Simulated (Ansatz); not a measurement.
# PbS: a single-point run

The task is a single-point run on PbS. The structure is shown as the input types it.

Computed with Ansatz 0.2.0 (density functional or hybrid calculation with the settings of its input, plane waves (as first typed), unless a step's input says otherwise).

3 further runs of the same task are left out: 3 that didn't finish.

### 1 The structure to begin with

It takes space group R3m (No. 160, trigonal). The conventional cell has a = 4.201 Å, b = 4.201 Å, c = 10.291 Å, α = 90.00°, β = 90.00°, γ = 120.00°. Pb (site symmetry 3m) has 6 S at 2.97 Å as nearest neighbours. S (site symmetry 3m) has 6 Pb at 2.97 Å as nearest neighbours.

As a file:

```cif
data_structure
_symmetry_space_group_name_H-M 'P 1'
_symmetry_Int_Tables_number 1
_cell_length_a 4.2011
_cell_length_b 4.2011
_cell_length_c 4.2011
_cell_angle_alpha 59.999
_cell_angle_beta 59.999
_cell_angle_gamma 59.999
_cell_volume 52.43
loop_
_atom_site_label
_atom_site_type_symbol
_atom_site_fract_x
_atom_site_fract_y
_atom_site_fract_z
_atom_site_occupancy
Pb1 Pb 0.97814 0.97814 0.97814 1
S1 S 0.47746 0.47746 0.47746 1
```

### 2 Input and run

Input file input.yaml:

```yaml
crystal:
  lattice:
    - [2.1005109573, 1.2127305666, 3.4301898177]
    - [-2.1005109573, 1.2127305666, 3.4301898177]
    - [0.0, -2.4254611333, 3.4301898176]
  atoms:
    - { symbol: Pb, position: [0.9781436759, 0.9781436759, 0.9781436759] }
    - { symbol: S, position: [0.4774576541, 0.4774576541, 0.4774576541] }
kpoints:
  mp_grid: { grid: [6, 6, 6] }
hamiltonian:
  xc: r2scan
scf:
  occupations: { method: fixed }
  n_extra_bands: 4
  mixing: { beta: 5.0 }
  max_iter: 69
output:
  forces: true
  stress: true
  eigenvalues: true
```

Started as:

```sh
$ ansatz run input.yaml --threads 4 --pin off --max-ram 4608MiB --backend cpu --events-out ev --progress --plain --runs-dir out
```

What happens when this is run?

Nothing was computed: the input was turned down at the start. Its message: «invalid value for `scf.mixing.beta`: must be finite and in (0, 1]; got 5»

Look at the input: scf.mixing.beta is 5.0. The program checks this value's range before starting, and it fails the check.

Fix: delete scf.mixing.beta (the default then holds).
